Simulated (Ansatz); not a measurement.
# BF3: the cost of one run

Program: Ansatz 0.2.0. Level of theory: RKS revPBE-D4/def2-SVP. These are calculated values, not measurements.

### Step 1. The structure to begin with

Bond lengths: F1–B2 1.470 Å, B2–F3 1.449 Å, B2–F4 1.439 Å. Angles: F1–B2–F3 119.1°, F1–B2–F4 120.4°, F3–B2–F4 120.4°.

Coordinates:

```xyz
4

F     0.6264    0.2150    1.3015
B    -0.0088   -0.0091   -0.0054
F    -0.2727   -1.3665   -0.4384
F    -0.2894    1.1003   -0.8779
```

### Step 2. Preparing the start

Contents of input.yaml:

```yaml
crystal:
  periodic: [false, false, false]
  atoms:
    - { symbol: F, position_ang: [0.6264, 0.215, 1.3015] }
    - { symbol: B, position_ang: [-0.0088, -0.0091, -0.0054] }
    - { symbol: F, position_ang: [-0.2727, -1.3665, -0.4384] }
    - { symbol: F, position_ang: [-0.2894, 1.1003, -0.8779] }
basis:
  gaussian: { orbitals: def2-SVP }
hamiltonian:
  xc: revpbe
  dispersion: d4
relax:
  f_tol: 0.02
  max_steps: 40
```

Started as:

```
$ ansatz run input.yaml --threads 1 --pin off --max-ram 2048MiB --backend cpu --events-out ev --progress --plain --runs-dir out
```

**Question.** How long does this run take on 1 thread of Intel Xeon Platinum 8259CL at 2.50GHz (Skylake/Cascade Lake), shared host, and how much memory does it need?

About 7.1 s, with a peak of 0.12 GiB.
